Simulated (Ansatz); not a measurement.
# ReAg2Cl6: the cost of one run

Computed with Ansatz 0.2.0 (DFT LDA+U (U_eff = 3 eV on Re d), plane waves, PAW, no spin–orbit coupling unless a run says so, unless a step's input says otherwise).

**1. The starting structure**

The structure is trigonal, space group R-3 (No. 148). The conventional cell has a = 6.573 Å, b = 6.573 Å, c = 16.731 Å, α = 90.00°, β = 90.00°, γ = 120.00°. Re (site symmetry -3) is surrounded by 6 Cl at 2.35 Å. Ag (site symmetry 3) has 3 Cl at 2.58 Å as nearest neighbours. Cl (site symmetry 1) is surrounded by 1 Re at 2.35 Å and 1 Ag at 2.58 Å.

As a file:

```
Re Ag Cl
1.0
     3.28665    1.89755    5.57700
    -3.28665    1.89755    5.57700
     0.00000   -3.79510    5.57700
Re Ag Cl
1 2 6
Direct
  0.50000 0.50000 0.50000
  0.23437 0.23437 0.23437
  0.76563 0.76563 0.76563
  0.26833 0.84753 0.62783
  0.84753 0.62783 0.26833
  0.62783 0.26833 0.84753
  0.73167 0.15247 0.37217
  0.15247 0.37217 0.73167
  0.37217 0.73167 0.15247
```

Magnetic order typed: ferromagnetic.

An earlier series on this cell reached its lowest free state from «from atoms, default search», perhaps among other starts.

**2. Random orbitals: single harmonics, second filling**

Contents of input.yaml:

```yaml
crystal:
  lattice:
    - [3.28665122, 1.89754897, 5.57700015]
    - [-3.28665122, 1.89754897, 5.57700015]
    - [0.0, -3.79509793, 5.57700015]
  atoms:
    - { symbol: Re, position: [0.5, 0.5, 0.5], spin: 1.0 }
    - { symbol: Ag, position: [0.2343666667, 0.2343666667, 0.2343666667] }
    - { symbol: Ag, position: [0.7656333333, 0.7656333333, 0.7656333333] }
    - { symbol: Cl, position: [0.26833, 0.84753, 0.62783] }
    - { symbol: Cl, position: [0.84753, 0.62783, 0.26833] }
    - { symbol: Cl, position: [0.62783, 0.26833, 0.84753] }
    - { symbol: Cl, position: [0.73167, 0.15247, 0.37217] }
    - { symbol: Cl, position: [0.15247, 0.37217, 0.73167] }
    - { symbol: Cl, position: [0.37217, 0.73167, 0.15247] }
basis:
  ecutwfc: 420
  ecutrho_ratio: 4
kpoints:
  mp_grid: { grid: [4, 4, 4] }
hamiltonian:
  xc: lda
  hubbard:
    sites:
      - { site: 0, l: d, u_eff: 3.0, starting_ns: [{ spin: up, occupation_matrix: s0up }, { spin: down, occupation_matrix: s0down }] }
    occupation_matrices:
      s0up:
        matrix:
          - [0.02, 0.0, 0.0, 0.0, 0.0]
          - [0.0, 0.02, 0.0, 0.0, 0.0]
          - [0.0, 0.0, 0.02, 0.0, 0.0]
          - [0.0, 0.0, 0.0, 0.97, 0.0]
          - [0.0, 0.0, 0.0, 0.0, 0.97]
      s0down:
        matrix:
          - [0.02, 0.0, 0.0, 0.0, 0.0]
          - [0.0, 0.02, 0.0, 0.0, 0.0]
          - [0.0, 0.0, 0.02, 0.0, 0.0]
          - [0.0, 0.0, 0.0, 0.97, 0.0]
          - [0.0, 0.0, 0.0, 0.0, 0.02]
    ns_hold: until_converged
scf:
  occupations: { method: gaussian, width: 0.05 }
  lower_state_search: "off"
  max_iter: 150
output:
  forces: true
  stress: true
  eigenvalues: true
  populations: true
  hubbard: { sites: [{ site: 0, l: d }] }
magnetization:
  spin_polarized: true
```

The typed matrices put 0.97 on the chosen orbitals and 0.02 on the others, and are held until the SCF converges, then released.

Command:

```console
$ ansatz run input.yaml --threads 4 --pin off --max-ram 6144MiB --backend cpu --events-out ev --progress --plain --runs-dir out
```

Q: Estimate wall time and peak memory on 4 threads of Intel Xeon Platinum 8488C (Sapphire Rapids), shared host.

About 2.1 min, with a peak of 2.3 GiB.
